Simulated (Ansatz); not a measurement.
Crystal: NaMg3O4.

```
Mg Na O
1.0
     4.35375    0.00000    0.00000
     0.00000    4.35375    0.00000
     0.00000    0.00000    4.35375
Mg Na O
3 1 4
Direct
  0.50000 0.50000 0.00000
  0.50000 0.00000 0.50000
  0.00000 0.50000 0.50000
  0.00000 0.00000 0.00000
  0.00000 0.50000 0.00000
  0.00000 0.00000 0.50000
  0.50000 0.50000 0.50000
  0.50000 0.00000 0.00000
```

The cell comes from a database or a generator and needn't be the stable form of this composition.

Base run:

- Program: Ansatz 0.2.0
- Functional: PBE
- Potentials or basis: Ansatz PAW
- Cutoff: 420 eV
- Density cutoff: 1680 eV
- k mesh: 6 × 6 × 6
- Occupations: fermi-dirac, width 0.05 eV
- Spin: no spin polarisation

Its results: band gap on the k mesh none (metal or under the smearing width); pressure -0.9 GPa.

Problem. The run is repeated on the same cell with these changes: functional from PBE to LDA; occupations from fermi-dirac, width 0.05 eV to gaussian, width 0.01 eV. What comes out?

Solution. Band gap on the k mesh none (metal or under the smearing width); pressure -10.1 GPa.

Caveats: an odd number of electrons without spin polarisation forces a metal; a magnetic or distorted state may lie lower; the PAW data sets come from PBE, with cores solved anew for the run's functional, which leaves a small shift of forces and pressure (some runs).

Not every run made on this cell is shown here.
